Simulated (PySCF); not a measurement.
# CaSe⁻ at other levels of theory

Starting from one script, swap the method and compare what comes out for CaSe⁻.

Program: PySCF 2.14.0. Level of theory: each script names its method and basis. These are calculated values, not measurements.

10 further runs of the same task are left out: 10 that didn't finish.

## 1. Where the work starts

CaSe⁻: 2 atoms, charge -1, spin multiplicity 2.

Bond lengths: Ca1–Se2 2.739 Å.

## 2. The run that the others are compared with

File input.py:

```python
from pyscf import gto, scf, mcscf, mrpt

mol = gto.M(
    atom='Ca 0 0 0; Se 0 0 2.739',
    basis='sto-3g',
    charge=-1,
    spin=1,
    symmetry=True,
    verbose=4,
)
mf = scf.ROHF(mol)
mf = mf.newton()
mf.kernel()
mc = mcscf.CASSCF(mf, 6, 5)
mc.kernel()
mc.analyze()
mrpt.NEVPT(mc).kernel()
mf.dip_moment()
print('orbital energies (hartree):', mf.mo_energy[..., max(0, mol.nelec[1]-3):mol.nelec[0]+3].round(4))
```

Run with:

```console
$ OMP_NUM_THREADS=1 python input.py
```

## 3. Tpssh (ROKS)

Variant 1 changes functional: none (Hartree–Fock) → tpssh; SCF type: ROHF → ROKS; step after the SCF: nevpt2 → analyze.

File input.py:

```python
from pyscf import gto, dft

mol = gto.M(
    atom='Ca 0 0 0; Se 0 0 2.739',
    basis='sto-3g',
    charge=-1,
    spin=1,
    symmetry=True,
    verbose=4,
)
mf = dft.ROKS(mol, xc='tpssh')
mf = mf.newton()
mf.kernel()
mf.analyze()
print('orbital energies (hartree):', mf.mo_energy[..., max(0, mol.nelec[1]-3):mol.nelec[0]+3].round(4))
```

## 4. Pbe0 (ROKS)

Variant 2 changes functional: none (Hartree–Fock) → pbe0; SCF type: ROHF → ROKS; step after the SCF: nevpt2 → analyze.

File input.py:

```python
from pyscf import gto, dft

mol = gto.M(
    atom='Ca 0 0 0; Se 0 0 2.739',
    basis='sto-3g',
    charge=-1,
    spin=1,
    symmetry=True,
    verbose=4,
)
mf = dft.ROKS(mol, xc='pbe0')
mf = mf.newton()
mf.kernel()
mf.analyze()
print('orbital energies (hartree):', mf.mo_energy[..., max(0, mol.nelec[1]-3):mol.nelec[0]+3].round(4))
```

What does the calculation give? Wanted: for each run, E(SCF); from base; after the SCF.

As calculated:

```tsv
run	E(SCF) (hartree)	from base (eV)	cycles	after the SCF
base	-3043.422290	0	9 macro	NEVPT2 correlation -1.030 eV (from the SCF energy, the CASSCF gain included)
tpssh (ROKS)	-3045.519558	not comparable	6 macro	n/a
pbe0 (ROKS)	-3045.137136	not comparable	6 macro	n/a
```

What this shows: A lower total energy from another functional means nothing by itself. The dearest run is “tpssh (ROKS)”, at 15 s against 2.6 s.
